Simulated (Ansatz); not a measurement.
**Si2N2H8: basis-set convergence**

How large a basis does Si2N2H8 need? Two functionals are run in growing sets.

The runs use Ansatz 0.2.0, Gaussian basis; one geometry, several basis sets.

The runs, in order: PBE0-D4/def2-SVP; ωB97M-V/def2-SVP; PBE0-D4/def2-QZVPP; ωB97M-V/def2-QZVPP; the functionals' def2-TZVPP values are taken from earlier runs.

### 1 The geometry

All runs share one geometry, relaxed beforehand with PBE0-D4 in a triple-zeta def2 set.

SMILES `N[SiH](N)[SiH3]`, 12 atoms, charge 0, spin multiplicity 1.

Atoms are counted from 1 here; the program's logs count them from 0.

Bond lengths: N1–Si2 1.717 Å, N1–H5 1.006 Å, N1–H6 1.007 Å, Si2–N3 1.715 Å, Si2–Si4 2.353 Å, Si2–H7 1.496 Å, N3–H8 1.006 Å, N3–H9 1.008 Å, Si4–H10 1.490 Å, Si4–H11 1.491 Å, Si4–H12 1.492 Å. Angles: Si2–N1–H5 120.0°, Si2–N1–H6 121.2°, H5–N1–H6 111.9°, N1–Si2–N3 107.8°, N1–Si2–Si4 116.0°, N1–Si2–H7 103.0°, N3–Si2–Si4 105.3°, N3–Si2–H7 116.7°, Si4–Si2–H7 108.6°, Si2–N3–H8 121.1°, Si2–N3–H9 120.5°, H8–N3–H9 111.9°, Si2–Si4–H10 110.5°, Si2–Si4–H11 110.8°, Si2–Si4–H12 112.4°, H10–Si4–H11 107.8°, H10–Si4–H12 107.7°, H11–Si4–H12 107.5°.

### 2 PBE0-D4 in def2-SVP

Input file in.yaml:

```yaml
crystal:
  periodic: [false, false, false]
  atoms:
    - {symbol: N, position_ang: [-1.122788, 1.487600, -0.413352]}
    - {symbol: Si, position_ang: [0.286772, 0.547222, -0.137505]}
    - {symbol: N, position_ang: [0.683683, 0.675289, 1.525628]}
    - {symbol: Si, position_ang: [0.086844, -1.760087, -0.551774]}
    - {symbol: H, position_ang: [-1.265268, 1.929764, -1.306134]}
    - {symbol: H, position_ang: [-1.994803, 1.264085, 0.038139]}
    - {symbol: H, position_ang: [1.269189, 1.121879, -1.108409]}
    - {symbol: H, position_ang: [1.228318, -0.034560, 1.986151]}
    - {symbol: H, position_ang: [0.804454, 1.579022, 1.955420]}
    - {symbol: H, position_ang: [-0.020939, -2.020727, -2.014941]}
    - {symbol: H, position_ang: [-1.135083, -2.312371, 0.100211]}
    - {symbol: H, position_ang: [1.256619, -2.532316, -0.039335]}
basis:
  gaussian: {orbitals: def2-SVP}
hamiltonian: {xc: pbe0, dispersion: d4}
output: {orbitals: {seedname: orbitals}}
```

After this run come: ωB97M-V in def2-SVP; PBE0-D4 in def2-QZVPP; ωB97M-V in def2-QZVPP.

Q: Predict the results of all the runs planned. Wanted: PBE0-D4: double and triple zeta above quadruple; ωB97M-V: double and triple zeta above quadruple.

As calculated:

```
                                       quantity           value
PBE0-D4: double and triple zeta above quadruple  10.24, 0.75 eV
ωB97M-V: double and triple zeta above quadruple  10.39, 0.70 eV
```

What this shows: PBE0-D4 gains 9.49 eV from double to triple zeta, then 0.75 eV more. These are total energies; as a rule much of such shifts cancels in differences, which this series doesn't test. The LUMO of ωB97M-V is positive and keeps falling with the basis (2.52 to 1.43 eV): an unbound level that the basis holds in place.
